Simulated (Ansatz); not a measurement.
**GeNH3Cl (SMILES [NH2][GeH][Cl]) at UHSE06/cc-pVDZ**

Aim: the vertical doublet–quartet gap of GeNH3Cl at UHSE06/cc-pVDZ, from 2 runs. 

The results are computed with Ansatz 0.2.0.

72 further runs of the same task are left out: 72 set aside as unsound or not needed.

## Step 1: The structure to begin with

The species is GeNH3Cl (6 atoms), meant as a doublet with charge 0. SMILES: `[NH2][GeH][Cl]`. The coordinates come from a PBE0-D4/def2-TZVP relaxation. This is one conformer, not always the lowest.

Bond lengths: N1–Ge2 1.836 Å, Ge2–Cl3 2.169 Å, N1–H4 1.011 Å, N1–H5 1.011 Å, Ge2–H6 1.560 Å. Angles: N1–Ge2–Cl3 104.1°, N1–Ge2–H6 106.5°, Cl3–Ge2–H6 107.8°, Ge2–N1–H4 115.7°, Ge2–N1–H5 115.6°, H4–N1–H5 109.9°.

## Step 2: A single-point energy at UHSE06/cc-pVDZ

File job.yaml:

```yaml
crystal:
  periodic: [false, false, false]
  atoms:
    - {symbol: "N", position_ang: [-0.446300, 0.317900, -0.788300]}
    - {symbol: Ge, position_ang: [0.075400, -0.151000, 0.908100]}
    - {symbol: Cl, position_ang: [1.243000, -1.956900, 0.623300]}
    - {symbol: H, position_ang: [-0.984500, 1.171200, -0.861400]}
    - {symbol: H, position_ang: [-0.888700, -0.414300, -1.327200]}
    - {symbol: H, position_ang: [1.043200, 0.969100, 1.399300]}
basis:
  gaussian: {orbitals: cc-pVDZ}
total_charge: 0
magnetization: {spin_polarized: true, initial_magnetization: 1}
hamiltonian: {xc: {name: HSE06}}
accuracy: high
output: {orbitals: {seedname: orbitals}}
```

Run with:

```
$ ansatz run job.yaml --threads 1 --pin off --max-ram 3480MiB --events-out events.jsonl --progress --plain --runs-dir runs
```

The log of the run:

```text
Warning: RAYON_NUM_THREADS=1 ignored (pool sized by the plan → 1); use --threads N
Functional definition: HSE06
  name "HSE06"
  parameter a = 0.25
  parameter omega = 0.11/bohr
  exchange = pbe_x - a*pbe_x_sr(omega) + a*exact_x_sr(omega)
  correlation = pbe_c
1672 factors; integrals over basis functions are off by at most 4.7e-9 eV
86 factors; integrals over basis functions are off by at most 1.7e-9 eV
mean field evaluation 1: about -70560.6989 eV, gradient 3.6e1 eV
mean field evaluation 2: about -70537.5844 eV, gradient 7.1e1 eV
mean field evaluation 4: about -70566.1336 eV, gradient 3.4e0 eV
mean field evaluation 8: about -70566.3153 eV, gradient 1.9e-1 eV
mean field evaluation 16: about -70566.3156 eV, gradient 1.2e-4 eV
mean field -70566.31560149 eV, -2593.2642667880 hartree, gradient 3.7e-8 eV, S^2 0.753716; 0 other end points of the search recorded, 0 dependent functions left out
reference -70566.31560443 eV, -2593.2642668963 hartree; 30, 29 occupied and 44, 45 virtual orbitals, 1672 factors
Total energy: -70566.31560443 eV, -2593.2642668963 hartree
```

Wall time 15 s (1 thread of Arm Neoverse V1, shared host); peak memory 0.38 GiB.

## Step 3: The quartet at the same level

Edit job.yaml of step 2 so:

```diff
@@ -1 +1,4 @@
+basis:
+  gaussian:
+    orbitals: cc-pVDZ
 crystal:
@@ -9,8 +12,9 @@
     - {symbol: H, position_ang: [1.043200, 0.969100, 1.399300]}
-basis:
-  gaussian: {orbitals: cc-pVDZ}
-total_charge: 0
-magnetization: {spin_polarized: true, initial_magnetization: 1}
-hamiltonian: {xc: {name: HSE06}}
+output:
+  orbitals: {seedname: orbitals}
+hamiltonian:
+  xc: hse06
+magnetization:
+  spin_polarized: true
+  initial_magnetization: 3
 accuracy: high
-output: {orbitals: {seedname: orbitals}}
```

Run with:

```
$ ansatz run job.yaml --threads 1 --pin off --max-ram 3480MiB --events-out events.jsonl --progress --plain --runs-dir runs
```

The log of the run:

```text
Warning: RAYON_NUM_THREADS=1 ignored (pool sized by the plan → 1); use --threads N
Functional definition: HSE06
  name "HSE06"
  parameter a = 0.25
  parameter omega = 0.11/bohr
  exchange = pbe_x - a*pbe_x_sr(omega) + a*exact_x_sr(omega)
  correlation = pbe_c
1672 factors; integrals over basis functions are off by at most 4.7e-9 eV
86 factors; integrals over basis functions are off by at most 1.7e-9 eV
mean field evaluation 1: about -70552.3133 eV, gradient 3.8e1 eV
mean field evaluation 2: about -70522.6982 eV, gradient 7.9e1 eV
mean field evaluation 4: about -70556.3805 eV, gradient 2.1e1 eV
mean field evaluation 8: about -70559.5222 eV, gradient 2.9e0 eV
mean field evaluation 16: about -70559.7494 eV, gradient 2.7e-1 eV
mean field evaluation 32: about -70559.7707 eV, gradient 5.3e-2 eV
mean field evaluation 64: about -70559.7480 eV, gradient 3.3e-1 eV
mean field evaluation 96: about -70559.7350 eV, gradient 2.0e-1 eV
mean field -70559.77079040 eV, -2593.0237494167 hartree, gradient 3.4e-8 eV, S^2 3.755538; 7 other end points of the search recorded, 0 dependent functions left out
reference -70559.77079366 eV, -2593.0237495365 hartree; 31, 28 occupied and 43, 46 virtual orbitals, 1672 factors
Total energy: -70559.77079366 eV, -2593.0237495365 hartree
```

Wall time 48 s (1 thread of Arm Neoverse V1, shared host); peak memory 0.44 GiB.

## Step 4: Results

Level: UHSE06/cc-pVDZ.

```
                                        quantity           value
                           doublet: total energy  -2593.26427 Eh
     doublet: HOMO energy (highest over α and β)        -5.56 eV
      doublet: LUMO energy (lowest over α and β)        -3.17 eV
                                   doublet: ⟨S²⟩           0.754
                           quartet: total energy  -2593.02375 Eh
     quartet: HOMO energy (highest over α and β)        -1.45 eV
                                   quartet: ⟨S²⟩           3.756
vertical energy of the quartet above the doublet        6.545 eV
```

What this shows: At this shape the quartet lies 6.54 eV (631 kJ/mol) above the doublet.
